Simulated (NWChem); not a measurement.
# RuO4 (ruthenium tetroxide): levels of theory compared

Wanted: a comparison of 6 runs (HF/STO-3G, HF/3-21G, PBE/3-21G, TPSSh/STO-3G, M06-2X/def2-SVP, PBE/def2-SVP) of RuO4 (ruthenium tetroxide). 

The calculation is run with NWChem 7.3.0.

## 1. The molecule

RuO4: 5 atoms, total charge 0, spin state singlet. As SMILES, `[O]=[Ru](=[O])(=[O])=[O]`. Geometry: a GFN2-xTB relaxation, a rough one for these elements and not checked as a minimum.

Bond lengths: Ru1–O2 1.604 Å, Ru1–O3 1.604 Å, Ru1–O4 1.604 Å, Ru1–O5 1.604 Å. Angles: O2–Ru1–O3 109.5°, O2–Ru1–O4 109.5°, O2–Ru1–O5 109.5°, O3–Ru1–O4 109.5°, O3–Ru1–O5 109.4°, O4–Ru1–O5 109.5°.

## 2. Energy and gradient at HF/STO-3G (run 1)

The input, o4ru.nw:

```
start o4ru
memory stack 880 mb heap 220 mb global 1100 mb
geometry noautosym nocenter noautoz
 Ru     0.000040     0.000090     0.000170
 O      0.009950    -0.016970     1.603950
 O      1.508730     0.009700    -0.544120
 O     -0.763100     1.312900    -0.516050
 O     -0.755630    -1.305720    -0.543950
end
basis spherical bse
 * library STO-3G
end
scf
 thresh 1e-08
 maxiter 80
 noprint "final vectors analysis"
end
task scf gradient
```

On the command line:

```sh
$ nwchem o4ru.nw > o4ru.out
```

The program printed:

```text
[...]
  functions       =    47
[...]
  wavefunction    = RHF
[...]
         Total SCF energy =  -4692.928420016417
      One-electron energy =  -7561.376518565249
      Two-electron energy =   2326.309831266871
 Nuclear repulsion energy =    542.138267281961
        Time for solution =      7.5s
[...]
                         RHF ENERGY GRADIENTS
    atom               coordinates                        gradient
                 x          y          z           x          y          z
   1 Ru      0.000076   0.000170   0.000321   -0.000051   0.000029   0.000055
   2 O       0.018803  -0.032069   3.031026    0.000003  -0.000028   0.002434
   3 O       2.851086   0.018330  -1.028238    0.002262  -0.000036  -0.000868
   4 O      -1.442050   2.481021  -0.975193   -0.001148   0.001894  -0.000786
   5 O      -1.427934  -2.467453  -1.027916   -0.001065  -0.001859  -0.000835
[...]
```

Wall time 9.3 s (1 thread of AMD EPYC 7R13 (Zen 3), shared host); peak memory 0.1 GiB.

## 3. Energy and gradient at HF/3-21G (run 2)

The input, o4ru.nw:

```
start o4ru
title "O4Ru"
memory stack 880 mb heap 220 mb global 1100 mb
geometry units atomic noautosym nocenter noautoz
 Ru  0.00007559  0.00017008  0.00032125
 O   0.01880277 -0.03206865  3.03102622
 O   2.85108650  0.01833034 -1.02823778
 O  -1.44205001  2.48102143 -0.97519317
 O  -1.42793375 -2.46745320 -1.02791653
end
basis "ao basis" spherical bse
 * library 3-21G
end
scf
 singlet
 rhf
 thresh 1e-08
 maxiter 80
 print low
end
task scf gradient
```

On the command line:

```sh
$ nwchem o4ru.nw > o4ru.out
```

The program printed:

```text
[...]
  functions       =    72
[...]
  wavefunction    = RHF
[...]
         Total SCF energy =  -4717.856928634088
      One-electron energy =  -7585.417130875086
      Two-electron energy =   2325.421974654773
 Nuclear repulsion energy =    542.138227586224
        Time for solution =     10.2s
[...]
                         RHF ENERGY GRADIENTS
    atom               coordinates                        gradient
                 x          y          z           x          y          z
   1 Ru      0.000076   0.000170   0.000321   -0.000084  -0.000021  -0.000041
   2 O       0.018803  -0.032069   3.031026   -0.000805   0.001361  -0.128271
   3 O       2.851087   0.018330  -1.028238   -0.120705  -0.000816   0.043495
   4 O      -1.442050   2.481021  -0.975193    0.061058  -0.105115   0.041291
   5 O      -1.427934  -2.467453  -1.027917    0.060536   0.104591   0.043525
 Task  times  cpu:       11.7s     wall:       11.7s
 Total times  cpu:       11.7s     wall:       11.7s
```

It took 12 s on 1 thread of AMD EPYC 7R13 (Zen 3), shared host; peak memory 0.099 GiB.

Runs 3 to 5 aren't shown in full; the table further down has their settings and results.

## 4. Energy and gradient at PBE/def2-SVP (core potential) (run 6)

The input, o4ru.nw:

```
start o4ru
title "RuO4"
memory 2200 mb

geometry noautosym nocenter noautoz
  Ru     0.000040     0.000090     0.000170
  O      0.009950    -0.016970     1.603950
  O      1.508730     0.009700    -0.544120
  O     -0.763100     1.312900    -0.516050
  O     -0.755630    -1.305720    -0.543950
end

basis spherical bse
  Ru library def2-SVP
  O library def2-SVP
end

ecp bse
  Ru library def2-SVP
end

dft
  xc xpbe96 cpbe96
  mult 1
  grid xfine
  convergence energy 1e-08
  maxiter 100
  mulliken
  noprint "final vectors analysis"
end

task dft gradient
```

On the command line:

```sh
$ nwchem o4ru.nw > o4ru.out
```

The program printed:

```text
[...]
          Wavefunction type:  closed shell.
          No. of atoms     :     5
          No. of electrons :    48
[...]
          Charge           :     0
          Spin multiplicity:     1
[...]
          AO basis - number of functions:    87
[...]
              XC Information
              --------------
          PerdewBurkeErnzerhof Exchange Functional  1.000
            Perdew 1991 LDA Correlation Functional  1.000 local
           PerdewBurkeErnz. Correlation Functional  1.000 non-local
[...]
 d= 0,ls=0.0,diis     1   -394.5069253663 -6.41D+02  7.12D-02  7.61D+00     2.4
[...]
 d= 0,ls=0.0,diis    12   -395.2554549118 -2.83D-10  1.38D-07  2.37D-10    24.6
         Total DFT energy =     -395.255454911800
      One electron energy =    -1065.944324714921
           Coulomb energy =      468.269700531710
    Exchange-Corr. energy =      -44.094483381259
 Nuclear repulsion energy =      246.513652652669
[...]
      Total Density - Mulliken Population Analysis
     ---------------------------------------------
    Atom       Charge   Shell Charges
 -----------   ------   -------------------------------------------------------
    1 Ru  16    14.82  -0.38  1.77  0.70  0.08  0.03  6.00  0.60  0.13  5.29  0.50  0.10
    2 O    8     8.29   1.99  1.14  0.79  2.76  1.59  0.02
    3 O    8     8.29   1.99  1.14  0.79  2.76  1.59  0.02
    4 O    8     8.29   1.99  1.14  0.79  2.76  1.59  0.02
    5 O    8     8.29   1.99  1.14  0.79  2.76  1.59  0.02
[...]
  wavefunction    = closed shell
                         DFT ENERGY GRADIENTS
    atom               coordinates                        gradient
                 x          y          z           x          y          z
   1 Ru      0.000076   0.000170   0.000321   -0.000065   0.000002   0.000002
   2 O       0.018803  -0.032069   3.031026   -0.000734   0.001238  -0.116894
   3 O       2.851086   0.018330  -1.028238   -0.109981  -0.000745   0.039627
   4 O      -1.442050   2.481021  -0.975193    0.055631  -0.095774   0.037617
   5 O      -1.427934  -2.467453  -1.027916    0.055148   0.095280   0.039647
[...]
```

Run time: 29 s. Hardware: 1 thread of AMD EPYC 7R13 (Zen 3), shared host; peak memory 0.15 GiB.

## 5. The series

```
run                             level  iteration cap  module   energy (Eh)  dipole moment (D)  largest force (eV/Å)  wall time
  1                         HF/STO-3G             80     scf  -4692.928420               0.00                 0.125      9.3 s
  2                          HF/3-21G             80     scf  -4717.856929                  –                 6.605       12 s
  3                         PBE/3-21G            100     dft  -4721.290577                  –                10.289       30 s
  4                      TPSSh/STO-3G            100     dft  -4696.457709               0.00                 4.787       17 s
  5  M06-2X/def2-SVP (core potential)            100     dft   -395.121094               0.00                 3.503       37 s
  6     PBE/def2-SVP (core potential)            100     dft   -395.255455               0.00                 6.017       29 s
```

## 6. Results

| quantity | value |
| --- | --- |
| run 6: total energy | -395.25545 Eh |
| run 6: dipole moment | 0.00 D |
| run 6: largest force on an atom | 6.017 eV/Å |

**Reading.** Totals of different functionals can't be ranked against each other. Some runs of one species differ in core potentials or relativity; totals across that change don't compare. In runs 1, 4 the basis is minimal, so the values are rough. In runs 1, 2, 3, 4 relativity is left out where basis or elements ask for it. All runs together took 2.3 min, the longest 37 s.
